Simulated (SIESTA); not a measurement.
# DyAgB4F16 (P1) in SIESTA: a series of runs

One crystal, DyAgB4F16, is run at these levels: BLYP, AM05; tasks: band structure.

Everything below comes from runs of SIESTA 5.4.2. Logs are shortened: lines on timing, memory, paths and dates and some standing lists are left out, and cuts for length are marked.

**1. Starting point**

The typed cell holds 22 atoms: a = 5.407 Å, b = 6.876 Å, c = 9.519 Å, α = 80.98°, β = 87.30°, γ = 90.07°.

The cell was built by a generator and needn't be a form met in nature.

**2. Band structure, BLYP, collinear spin, ferromagnetic start**

DyAgB4F16.fdf reads:

```
SystemName                      DyAgB4F16
SystemLabel                     DyAgB4F16
NumberOfSpecies                 4
NumberOfAtoms                   22
%block ChemicalSpeciesLabel
  1  66 Dy
  2  47 Ag
  3   5 B
  4   9 F
%endblock ChemicalSpeciesLabel

LatticeConstant                 1.0 Ang
%block LatticeVectors
     5.4053900000    -0.1247800000    -0.0296000000
     0.1513200000     6.8721400000     0.1622500000
     0.5295900000     1.2588900000     9.4209700000
%endblock LatticeVectors
AtomicCoordinatesFormat         Fractional
%block AtomicCoordinatesAndAtomicSpecies
     0.5192600000     0.0275200000     0.4723800000  1  Dy
     0.0030800000     0.9624700000     0.9868400000  2  Ag
     0.9811900000     0.2151300000     0.3195900000  3  B
     0.5517800000     0.2268800000     0.7993000000  3  B
     0.4733700000     0.8134700000     0.2248100000  3  B
     0.9948600000     0.7388200000     0.6627200000  3  B
     0.1967400000     0.2406300000     0.3980900000  4  F
     0.9178100000     0.0073000000     0.3501200000  4  F
     0.0158600000     0.2805800000     0.1789600000  4  F
     0.7716200000     0.3023900000     0.3844900000  4  F
     0.4761400000     0.4101300000     0.8152200000  4  F
     0.8073300000     0.1978500000     0.8115500000  4  F
     0.4209300000     0.0742300000     0.8875400000  4  F
     0.5016300000     0.1984200000     0.6473300000  4  F
     0.2548100000     0.7542000000     0.1764500000  4  F
     0.4671800000     0.0264000000     0.2292800000  4  F
     0.4926700000     0.7381600000     0.3764800000  4  F
     0.6804700000     0.7664400000     0.1483500000  4  F
     0.0044300000     0.5747800000     0.6020000000  4  F
     0.1981100000     0.8767200000     0.5992800000  4  F
     0.0041900000     0.7167900000     0.8076400000  4  F
     0.7665500000     0.8507100000     0.6215800000  4  F
%endblock AtomicCoordinatesAndAtomicSpecies

%block kgrid.MonkhorstPack
    5   0   0  0.0
    0   4   0  0.0
    0   0   3  0.0
%endblock kgrid.MonkhorstPack
XC.Functional                   GGA
XC.Authors                      BLYP
PAO.BasisSize                   DZP
PAO.EnergyShift                 0.003 Ry
Mesh.Cutoff                     800 Ry
Spin                            polarized
%block DM.InitSpin
    1   5.000
    2   0.000
    3   0.000
    4   0.000
    5   0.000
    6   0.000
    7   0.000
    8   0.000
    9   0.000
   10   0.000
   11   0.000
   12   0.000
   13   0.000
   14   0.000
   15   0.000
   16   0.000
   17   0.000
   18   0.000
   19   0.000
   20   0.000
   21   0.000
   22   0.000
%endblock DM.InitSpin
OccupationFunction              FD
ElectronicTemperature           0.05 eV
MaxSCFIterations                200
SCF.MustConverge                false
SCF.Mixer.Method                Pulay
SCF.Mixer.Weight                0.1
SCF.Mixer.History               10
SCF.DM.Tolerance                5.0e-05
SCF.H.Tolerance                 1.0e-03 eV
WriteForces                     true
Charge.Mulliken                 end
BandLinesScale                  ReciprocalLatticeVectors
%block BandLines
    1   -0.500000   0.000000   0.000000  X
   11    0.000000   0.000000   0.000000  \Gamma
    9    0.000000   0.500000   0.000000  Y
    1   -0.500000   0.500000   0.000000  L
   15    0.000000   0.000000   0.000000  \Gamma
   10    0.000000  -0.500000  -0.500000  Z
    1   -0.500000  -0.500000  -0.500000  N
   15    0.000000   0.000000   0.000000  \Gamma
    7    0.000000   0.000000  -0.500000  M
    1   -0.500000   0.000000  -0.500000  R
   13    0.000000   0.000000   0.000000  \Gamma
%endblock BandLines
%block SyntheticAtoms
  1
  6 6 5 5
  2.0 0.0 1.0 0.0
%endblock SyntheticAtoms
%block PAO.Basis
  Dy 5
  n=5 0 2
    3.597 0.000
  n=6 0 2
    8.703 0.000
  n=5 1 2
    4.334 0.000
  n=6 1 1
    8.703
  n=5 2 2
    8.496 0.000
  Ag 5
  n=4 0 2
    2.721 0.000
  n=5 0 2
    7.842 0.000
  n=4 1 2
    3.107 0.000
  n=5 1 1
    7.842
  n=4 2 2
    5.191 0.000
%endblock PAO.Basis
Diag.ParallelOverK              true
```

Potentials or basis: PseudoDojo 0.4 standard with PseudoDojo 3+ lanthanides (4f in the core) (PBE files), DZP (energy shift 0.003 Ry; two zetas on semicore shells).

The run is started by

```
mpirun -n 4 siesta DyAgB4F16.fdf > DyAgB4F16.out 2>&1
```

DyAgB4F16.out:

```text
Version         : 5.4.2

[... 6 lines left out ...]
 NOTE: Please see the manual for full details and compatibility measures.

reinit: Reading from file DyAgB4F16.fdf

reinit: -----------------------------------------------------------------------
reinit: System Name: DyAgB4F16
reinit: -----------------------------------------------------------------------
reinit: System Label: DyAgB4F16
reinit: -----------------------------------------------------------------------

NOTE on units for spin output:
{S} is the spin magnetic moment, in units of the Bohr magneton,
assuming a g-factor for the electron spin of exactly 2.
The spin magnetic moment is then numerically equal to the charge inbalance,
in units of electrons, between the spin-up and -down channels.

initatom: Reading input for the pseudopotentials and atomic orbitals ----------
Species number:   1 Atomic number:   66 Label: Dy
Species number:   2 Atomic number:   47 Label: Ag
Species number:   3 Atomic number:    5 Label: B
Species number:   4 Atomic number:    9 Label: F

Ground state valence configuration (from tables):   6s02  6p00  5d00  4f10
Ground state valence configuration (from tables):   5s01  5p00  4d10  4f00
Ground state valence configuration (from tables):   2s02  2p01  3d00  4f00
Ground state valence configuration (from tables):   2s02  2p05  3d00  4f00
Dy: Ground state valence configuration (custom):   6s 2.00000  6p 0.00000  5d 1.00000  5f 0.00000
Number of species with custom GS valence config:  1

---- Processing specs for species: Dy
Reading pseudopotential information in PSML from:
  Dy.psml
PSML file version: 1.1
Using libxc ids:  101 130
GGA--PBE XC_GGA_X_PBE--XC_GGA_C_PBE pb
Semicore shell(s) with  8 electrons included in the valence for Dy

---- Processing specs for species: Ag
Reading pseudopotential information in PSML from:
  Ag.psml
PSML file version: 1.1
Using libxc ids:  101 130
GGA--PBE XC_GGA_X_PBE--XC_GGA_C_PBE pb
Semicore shell(s) with  8 electrons included in the valence for Ag

---- Processing specs for species: B
Reading pseudopotential information in PSML from:
  B.psml
PSML file version: 1.1
Using libxc ids:  101 130
GGA--PBE XC_GGA_X_PBE--XC_GGA_C_PBE pb

---- Processing specs for species: F
Reading pseudopotential information in PSML from:
  F.psml
PSML file version: 1.1
Using libxc ids:  101 130
GGA--PBE XC_GGA_X_PBE--XC_GGA_C_PBE pb

---- Pseudopotential check for Dy

Pseudized shells:
5s( 2.00) rc: 2.05
5p( 6.00) rc: 1.85
5d( 1.00) rc: 1.80
5f( 0.00) rc: 2.50
Valence configuration for ps generation: 5s:5p:5d:6s: Total charge:  11.000000
Semicore shell(s): 5s 5p

---- Pseudopotential check for Ag

Pseudized shells:
4s( 2.00) rc: 1.40
4p( 6.00) rc: 1.45
4d(10.00) rc: 1.60
Valence configuration for ps generation: 4s:4p:4d:5s: Total charge:  19.000000
Semicore shell(s): 4s 4p

---- Pseudopotential check for B

Pseudized shells:
2s( 2.00) rc: 1.20
2p( 1.00) rc: 1.20
Valence configuration for ps generation: 2s:2p: Total charge:   3.000000

---- Pseudopotential check for F

Pseudized shells:
2s( 2.00) rc: 1.30
2p( 5.00) rc: 1.45
3d( 0.00) rc: 1.60
Valence configuration for ps generation: 2s:2p: Total charge:   7.000000
For Dy, standard SIESTA heuristics set lmxkb to 3
 (one more than the basis l, including polarization orbitals).
Use PS.lmax or PS.KBprojectors blocks to override.
For Ag, standard SIESTA heuristics set lmxkb to 3
 (one more than the basis l, including polarization orbitals).
Use PS.lmax or PS.KBprojectors blocks to override.
For B, standard SIESTA heuristics set lmxkb to 3
 (one more than the basis l, including polarization orbitals).
Use PS.lmax or PS.KBprojectors blocks to override.
For F, standard SIESTA heuristics set lmxkb to 3
 (one more than the basis l, including polarization orbitals).
[... 1103 lines left out ...]
    (Free)Eharris+ p_basis*V_orbitals  =      -16454.398048 eV

mulliken: Atomic and Orbital Populations:

mulliken: Spin UP

Species: Dy
Atom  Qatom  Qorb
               5s      5s      6s      6s      5py     5pz     5px     5py
[... 37 lines left out ...]
              0.001   0.002  -0.000   0.000   0.002
  20  3.608   0.918   0.013   0.863   0.912   0.787   0.037   0.006   0.072
              0.000   0.000  -0.000   0.000  -0.000
  21  3.544   0.865   0.049   0.900   0.585   0.893   0.024   0.191   0.032
              0.000   0.000   0.002   0.001   0.000
  22  3.606   0.917   0.014   0.880   0.936   0.743   0.026  -0.007   0.097
              0.000   0.000   0.000  -0.000   0.000

mulliken: Qtot =       77.000

mulliken: Spin DOWN

Species: Dy
Atom  Qatom  Qorb
               5s      5s      6s      6s      5py     5pz     5px     5py
               5pz     5px     6py     6pz     6px     5dxy    5dyz    5dz2
               5dxz    5dx2-y2 5dxy    5dyz    5dz2    5dxz    5dx2-y2
   1  4.549   0.969   0.029   0.101  -0.027   0.951   0.951   0.951   0.053
              0.053   0.053   0.042   0.025   0.016   0.051   0.049   0.017

              0.015   0.041   0.034   0.034   0.059   0.050   0.033

Species: Ag
Atom  Qatom  Qorb
               4s      4s      5s      5s      4py     4pz     4px     4py
               4pz     4px     5py     5pz     5px     4dxy    4dyz    4dz2
               4dxz    4dx2-y2 4dxy    4dyz    4dz2    4dxz    4dx2-y2
   2  9.219   0.983   0.017   0.127  -0.024   0.988   0.985   0.986   0.012
              0.017   0.015   0.041   0.044   0.042   0.958   0.951   0.960

              0.957   0.955   0.040   0.046   0.035   0.042   0.041

Species: B
Atom  Qatom  Qorb
               2s      2s      2py     2pz     2px     2py     2pz     2px
               3Pdxy   3Pdyz   3Pdz2   3Pdxz   3Pdx2-y2
   3  1.534   0.177   0.163   0.120  -0.005   0.179   0.168   0.325   0.121
              0.049   0.066   0.058   0.068   0.045
   4  1.494   0.105   0.211   0.036   0.174   0.079   0.283   0.108   0.217
              0.070   0.060   0.044   0.051   0.056
   5  1.522   0.178   0.164   0.127   0.113   0.016   0.163   0.179   0.300
              0.064   0.052   0.053   0.062   0.051
   6  1.495   0.099   0.215   0.059   0.048   0.195   0.246   0.267   0.087
              0.052   0.068   0.052   0.063   0.045

Species: F
Atom  Qatom  Qorb
               2s      2s      2py     2pz     2px     2py     2pz     2px
               3Pdxy   3Pdyz   3Pdz2   3Pdxz   3Pdx2-y2
   7  3.585   0.900   0.026   0.936   0.850   0.707  -0.005   0.052   0.118
              0.000   0.001  -0.001   0.001   0.000
   8  3.607   0.917   0.017   0.683   0.950   0.946   0.130  -0.016  -0.026
              0.001   0.000   0.001   0.001   0.002
   9  3.526   0.854   0.056   0.869   0.581   0.871   0.045   0.197   0.049
              0.000   0.001   0.002   0.001  -0.000
  10  3.588   0.905   0.025   0.892   0.872   0.752   0.011   0.036   0.092
              0.002   0.001  -0.000   0.000   0.000
  11  3.542   0.860   0.053   0.641   0.879   0.863   0.156   0.038   0.049
              0.001   0.001   0.000   0.000   0.001
  12  3.569   0.884   0.038   0.917   0.922   0.635   0.012   0.002   0.157
             -0.000   0.000   0.001   0.001   0.001
  13  3.564   0.880   0.039   0.787   0.818   0.846   0.086   0.064   0.042
              0.001   0.001  -0.000   0.001  -0.001
[... 4 lines left out ...]
  16  3.612   0.921   0.015   0.668   0.965   0.969   0.135  -0.040  -0.024
             -0.000   0.000   0.001   0.001   0.001
  17  3.599   0.913   0.020   0.951   0.660   0.951  -0.028   0.141  -0.011
              0.001   0.001   0.001  -0.000   0.000
  18  3.541   0.863   0.050   0.882   0.800   0.688   0.031   0.081   0.144
              0.001   0.001  -0.000   0.001   0.000
  19  3.536   0.860   0.053   0.658   0.816   0.880   0.149   0.077   0.039
              0.001   0.002  -0.000   0.000   0.002
  20  3.608   0.918   0.013   0.863   0.912   0.787   0.037   0.006   0.072
              0.000   0.000  -0.000   0.000  -0.000
  21  3.544   0.865   0.049   0.900   0.585   0.893   0.024   0.191   0.032
              0.000   0.000   0.002   0.001   0.000
  22  3.607   0.917   0.014   0.880   0.936   0.743   0.026  -0.007   0.097
              0.000   0.000   0.000  -0.000   0.000

mulliken: Qtot =       77.000

Mulliken Atomic Populations:
Atom #   charge [q] valence [e]      Sz [e]  Species
     1     1.901561    9.098439    0.000032  Dy
     2     0.562063   18.437937    0.000000  Ag
     3    -0.068650    3.068650    0.000014  B
     4     0.012140    2.987860    0.000004  B
     5    -0.043657    3.043657    0.000011  B
     6     0.010423    2.989577    0.000006  B
     7    -0.169863    7.169863   -0.000007  F
     8    -0.213057    7.213057   -0.000007  F
     9    -0.051993    7.051993   -0.000000  F
    10    -0.175281    7.175281   -0.000009  F
    11    -0.084796    7.084796   -0.000000  F
    12    -0.138224    7.138224    0.000000  F
[... 8 lines left out ...]
    21    -0.087312    7.087312   -0.000000  F
    22    -0.213000    7.213000   -0.000008  F
 Total     0.000000               -0.000000

Job completed
```

It took 2.3 min on 4 MPI ranks of Intel Xeon Platinum 8175M at 2.50GHz (Skylake/Cascade Lake), shared host; peak memory 0.52 GiB.

Results:

- Free energy: -16464.6464 eV
- Pressure: 2.5 GPa
- Largest force: 0.928 eV/Å
- Band gap on the k mesh: 4.24 eV, indirect (least direct gap 4.26 eV)
- Band gap along the path: 4.24 eV, indirect (least direct gap 4.26 eV)
- Net moment: 0.00 μB per cell

Forces on the atoms (eV/Å):
```
Dy  -0.017 -0.014 -0.049
Ag   0.015 -0.020 -0.013
B   -0.006 -0.078  0.050
B    0.022 -0.125 -0.035
B    0.005  0.103  0.074
B   -0.011  0.112 -0.061
F    0.501  0.227  0.366
F   -0.071 -0.706  0.050
F    0.092  0.156 -0.865
F   -0.428  0.511  0.276
F   -0.298  0.877  0.055
F    0.769 -0.119  0.040
F   -0.377 -0.488  0.404
F   -0.128  0.023 -0.330
F   -0.775 -0.280 -0.264
F   -0.033  0.667 -0.146
F    0.069 -0.355  0.563
F    0.670 -0.255 -0.422
F   -0.011 -0.811 -0.438
F    0.286  0.284 -0.132
F    0.089  0.076  0.887
F   -0.364  0.217 -0.010
```

Stress tensor (GPa, compression positive):
```
 2.33 -0.03 -0.05
-0.03  2.58  0.07
-0.05  0.07  2.48
```

Levels at the corners of the path, in eV from the valence-band top:
Spin up:
```tsv
point	band 74	band 75	band 76	band 77	band 78	band 79	band 80	band 81
X	-0.54	-0.51	-0.26	0.00	4.85	5.10	5.85	6.08
Γ	-0.53	-0.51	-0.26	-0.02	4.24	5.08	5.86	6.01
Y	-0.53	-0.51	-0.27	-0.02	4.45	5.08	5.85	6.06
L	-0.54	-0.51	-0.26	0.00	4.94	5.10	5.86	6.13
Γ	-0.53	-0.51	-0.26	-0.02	4.24	5.08	5.86	6.01
Z	-0.53	-0.51	-0.27	-0.02	4.50	5.07	5.85	6.06
N	-0.54	-0.51	-0.26	0.00	4.92	5.12	5.86	6.12
Γ	-0.53	-0.51	-0.26	-0.02	4.24	5.08	5.86	6.01
M	-0.53	-0.51	-0.26	-0.02	4.35	5.07	5.85	5.96
R	-0.54	-0.51	-0.26	0.00	4.84	5.12	5.85	6.08
Γ	-0.53	-0.51	-0.26	-0.02	4.24	5.08	5.86	6.01
```
Spin down:
| point | band 73 | band 74 | band 75 | band 76 | band 77 | band 78 | band 79 | band 80 | band 81 | band 82 |
| --- | --- | --- | --- | --- | --- | --- | --- | --- | --- | --- |
| X | -0.55 | -0.54 | -0.51 | -0.26 | 0.00 | 4.85 | 5.10 | 5.85 | 6.08 | 7.04 |
| Γ | -0.56 | -0.53 | -0.51 | -0.26 | -0.02 | 4.24 | 5.08 | 5.86 | 6.01 | 6.75 |
| Y | -0.56 | -0.53 | -0.51 | -0.27 | -0.02 | 4.45 | 5.08 | 5.85 | 6.06 | 6.89 |
| L | -0.55 | -0.54 | -0.51 | -0.26 | 0.00 | 4.94 | 5.10 | 5.86 | 6.13 | 7.00 |
| Γ | -0.56 | -0.53 | -0.51 | -0.26 | -0.02 | 4.24 | 5.08 | 5.86 | 6.01 | 6.75 |
| Z | -0.56 | -0.53 | -0.51 | -0.27 | -0.02 | 4.50 | 5.07 | 5.85 | 6.06 | 6.70 |
| N | -0.55 | -0.54 | -0.51 | -0.26 | 0.00 | 4.92 | 5.12 | 5.86 | 6.12 | 7.05 |
| Γ | -0.56 | -0.53 | -0.51 | -0.26 | -0.02 | 4.24 | 5.08 | 5.86 | 6.01 | 6.75 |
| M | -0.56 | -0.53 | -0.51 | -0.26 | -0.02 | 4.35 | 5.07 | 5.85 | 5.96 | 6.36 |
| R | -0.55 | -0.54 | -0.51 | -0.26 | 0.00 | 4.84 | 5.12 | 5.85 | 6.08 | 7.08 |
| Γ | -0.56 | -0.53 | -0.51 | -0.26 | -0.02 | 4.24 | 5.08 | 5.86 | 6.01 | 6.75 |

Caveat: the magnetic or orbital state may not be the lowest; short orbitals over semicore shells can move pressures by several GPa; the potentials were made for another functional, which shifts forces and pressure; spin-orbit coupling is left out, which moves the levels of the heavy elements; the 4f electrons are frozen in the core as for a trivalent ion, so they carry no moment and show no levels; the basis of atomic orbitals isn't converged, which shifts pressures, moduli and gaps.

**3. Band structure, AM05, collinear spin, ferromagnetic start**

DyAgB4F16.fdf: that of step 2 with these lines changed.

```diff
@@ -49,3 +49,3 @@
 XC.Functional                   GGA
-XC.Authors                      BLYP
+XC.Authors                      AM05
 PAO.BasisSize                   DZP
@@ -113,3 +113,3 @@
   n=6 0 2
-    8.703 0.000
+    8.791 0.000
   n=5 1 2
@@ -117,5 +117,5 @@
   n=6 1 1
-    8.703
+    8.791
   n=5 2 2
-    8.496 0.000
+    8.565 0.000
   Ag 5
@@ -124,9 +124,14 @@
   n=5 0 2
-    7.842 0.000
+    7.921 0.000
   n=4 1 2
-    3.107 0.000
+    3.101 0.000
   n=5 1 1
-    7.842
+    7.921
   n=4 2 2
-    5.191 0.000
+    5.119 0.000
+  F 2
+  n=2 0 2
+    3.648 0.000
+  n=2 1 2 P 1
+    9.500 0.000
 %endblock PAO.Basis
```

Potentials or basis: PseudoDojo 0.4 standard with PseudoDojo 3+ lanthanides (4f in the core) (PBE and PBEsol files), DZP (energy shift 0.003 Ry; two zetas on semicore shells).

The run is started by

```
mpirun -n 4 siesta DyAgB4F16.fdf > DyAgB4F16.out 2>&1
```

Wall time 16 min (4 MPI ranks of Intel Xeon Platinum 8175M at 2.50GHz (Skylake/Cascade Lake), shared host); peak memory 1 GiB.

It converged, with:

- Free energy: -16409.1578 eV
- Pressure: -0.6 GPa
- Largest force: 0.547 eV/Å
- Band gap on the k mesh: 4.39 eV, indirect (least direct gap 4.42 eV)
- Band gap along the path: 4.39 eV, indirect (least direct gap 4.42 eV)
- Net moment: 0.00 μB per cell

Forces on the atoms (eV/Å):
```
Dy   0.020 -0.059  0.030
Ag   0.002  0.005 -0.070
B   -0.062 -0.212  0.243
B    0.046 -0.247 -0.135
B    0.012  0.254  0.254
B   -0.020  0.293 -0.184
F    0.282  0.014  0.186
F   -0.124 -0.252  0.072
F    0.061  0.099 -0.493
F   -0.231  0.075  0.141
F   -0.188  0.482  0.029
F    0.420 -0.122  0.098
F   -0.255 -0.262  0.203
F   -0.033 -0.125 -0.243
F   -0.453 -0.118 -0.205
F    0.012  0.246  0.083
F    0.058  0.021  0.243
F    0.408 -0.097 -0.254
F   -0.010 -0.425 -0.278
F    0.215  0.173 -0.133
F    0.046  0.106  0.534
F   -0.206  0.155 -0.116
```

Stress tensor (GPa, compression positive):
```
-0.92 -0.05 -0.04
-0.05 -0.25  0.07
-0.04  0.07 -0.71
```

Levels at the corners of the path, in eV from the valence-band top:
Spin up:
```tsv
point	band 75	band 76	band 77	band 78	band 79	band 80
X	-0.52	-0.27	0.00	4.98	5.05	5.79
Γ	-0.52	-0.27	-0.03	4.39	5.03	5.79
Y	-0.52	-0.27	-0.03	4.57	5.03	5.79
L	-0.52	-0.27	0.00	5.03	5.09	5.79
Γ	-0.52	-0.27	-0.03	4.39	5.03	5.79
Z	-0.52	-0.27	-0.03	4.63	5.02	5.79
N	-0.52	-0.26	0.00	4.98	5.14	5.79
Γ	-0.52	-0.27	-0.03	4.39	5.03	5.79
M	-0.52	-0.27	-0.03	4.50	5.02	5.79
R	-0.52	-0.27	0.00	4.93	5.10	5.79
Γ	-0.52	-0.27	-0.03	4.39	5.03	5.79
```
Spin down:
| point | band 73 | band 74 | band 75 | band 76 | band 77 | band 78 | band 79 | band 80 | band 81 | band 82 |
| --- | --- | --- | --- | --- | --- | --- | --- | --- | --- | --- |
| X | -0.56 | -0.55 | -0.52 | -0.27 | 0.00 | 4.98 | 5.05 | 5.79 | 6.03 | 6.96 |
| Γ | -0.57 | -0.54 | -0.52 | -0.27 | -0.03 | 4.39 | 5.03 | 5.79 | 5.96 | 6.81 |
| Y | -0.56 | -0.54 | -0.52 | -0.27 | -0.03 | 4.57 | 5.03 | 5.79 | 6.00 | 6.90 |
| L | -0.56 | -0.55 | -0.52 | -0.27 | 0.00 | 5.03 | 5.09 | 5.79 | 6.06 | 6.92 |
| Γ | -0.57 | -0.54 | -0.52 | -0.27 | -0.03 | 4.39 | 5.03 | 5.79 | 5.96 | 6.81 |
| Z | -0.56 | -0.54 | -0.52 | -0.27 | -0.03 | 4.63 | 5.02 | 5.79 | 5.99 | 6.74 |
| N | -0.56 | -0.55 | -0.52 | -0.26 | 0.00 | 4.98 | 5.14 | 5.79 | 6.06 | 6.97 |
| Γ | -0.57 | -0.54 | -0.52 | -0.27 | -0.03 | 4.39 | 5.03 | 5.79 | 5.96 | 6.81 |
| M | -0.57 | -0.54 | -0.52 | -0.27 | -0.03 | 4.50 | 5.02 | 5.79 | 5.94 | 6.45 |
| R | -0.56 | -0.55 | -0.52 | -0.27 | 0.00 | 4.93 | 5.10 | 5.79 | 6.02 | 6.99 |
| Γ | -0.57 | -0.54 | -0.52 | -0.27 | -0.03 | 4.39 | 5.03 | 5.79 | 5.96 | 6.81 |

Caveat: the magnetic or orbital state may not be the lowest; the potentials were made for another functional, which shifts forces and pressure; short orbitals over semicore shells can move pressures by several GPa; spin-orbit coupling is left out, which moves the levels of the heavy elements; the 4f electrons are frozen in the core as for a trivalent ion, so they carry no moment and show no levels; the basis of atomic orbitals isn't converged, which shifts pressures, moduli and gaps. The state reached can hang on the start; a lower one may exist.
